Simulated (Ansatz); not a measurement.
# ClFH3OScSi: how energies converge with the basis set

The task here is to estimate one member of a computed series from the others.

Program: Ansatz 0.2.0, Gaussian basis. Level of theory: one geometry, several basis sets. These are calculated values, not measurements.

The runs, in order: PBE0-D4/def2-SVP; ωB97M-V/def2-SVP; PBE0-D4/def2-QZVPP; ωB97M-V/def2-QZVPP; the functionals' def2-TZVPP values are taken from earlier runs.

**The geometry**

All runs share one geometry, relaxed beforehand with PBE0-D4 in a triple-zeta def2 set.

SMILES `[F][Sc]([Cl])[O][SiH3]`, 8 atoms, charge 0, spin multiplicity 1.

Atoms are counted from 1 here; the program's logs count them from 0.

Bond lengths: F1–Sc2 1.831 Å, Sc2–Cl3 2.305 Å, Sc2–O4 1.863 Å, O4–Si5 1.639 Å, Si5–H6 1.487 Å, Si5–H7 1.486 Å, Si5–H8 1.487 Å. Angles: F1–Sc2–Cl3 121.4°, F1–Sc2–O4 117.9°, Cl3–Sc2–O4 120.7°, Sc2–O4–Si5 179.5°, O4–Si5–H6 109.8°, O4–Si5–H7 110.1°, O4–Si5–H8 109.6°, H6–Si5–H7 109.0°, H6–Si5–H8 109.1°, H7–Si5–H8 109.1°.

Coordinates:

| atom | x (Å) | y (Å) | z (Å) |
| --- | --- | --- | --- |
| F1 | 1.5694 | -0.5985 | 2.7597 |
| Sc2 | 1.3195 | -0.9838 | 0.9868 |
| Cl3 | 2.5524 | -2.6171 | -0.0741 |
| O4 | 0.0303 | -0.0121 | 0.0577 |
| Si5 | -1.1060 | 0.8521 | -0.7474 |
| H6 | -2.3197 | 1.0013 | 0.0982 |
| H7 | -1.4759 | 0.1579 | -2.0085 |
| H8 | -0.5700 | 2.2002 | -1.0722 |

Set-up of the first run:

in.yaml reads:

```yaml
crystal:
  periodic: [false, false, false]
  atoms:
    - {symbol: F, position_ang: [1.569398, -0.598460, 2.759658]}
    - {symbol: Sc, position_ang: [1.319469, -0.983771, 0.986761]}
    - {symbol: Cl, position_ang: [2.552438, -2.617136, -0.074128]}
    - {symbol: O, position_ang: [0.030322, -0.012082, 0.057696]}
    - {symbol: Si, position_ang: [-1.106023, 0.852080, -0.747450]}
    - {symbol: H, position_ang: [-2.319677, 1.001272, 0.098154]}
    - {symbol: H, position_ang: [-1.475879, 0.157870, -2.008478]}
    - {symbol: H, position_ang: [-0.570048, 2.200227, -1.072223]}
basis:
  gaussian: {orbitals: def2-SVP}
hamiltonian: {xc: pbe0, dispersion: d4}
output: {orbitals: {seedname: orbitals}}
```

The run is started by

```
$ ansatz run in.yaml --threads 2 --pin off --events-out ev --progress --plain --max-ram 22528MiB --backend cpu
```

Steps of the session up to this table: PBE0-D4 in def2-SVP; ωB97M-V in def2-SVP; PBE0-D4 in def2-QZVPP; ωB97M-V in def2-QZVPP.

One table of the session follows, with a row left open; its other results are not shown here.

It belongs to the step «Functionals by basis». 

| functional | basis | HOMO (eV) | LUMO (eV) |
| --- | --- | --- | --- |
| PBE0-D4 | def2-SVP | -8.73 | -2.51 |
| PBE0-D4 | def2-TZVPP | ? | ? |
| PBE0-D4 | def2-QZVPP | -8.93 | -2.61 |
| ωB97M-V | def2-SVP | -10.94 | -0.75 |
| ωB97M-V | def2-TZVPP | -11.21 | -0.98 |
| ωB97M-V | def2-QZVPP | -11.22 | -0.98 |

Q: Estimate the row for PBE0-D4, def2-TZVPP from the others.

**Answer.** HOMO (eV): -8.93; LUMO (eV): -2.62.
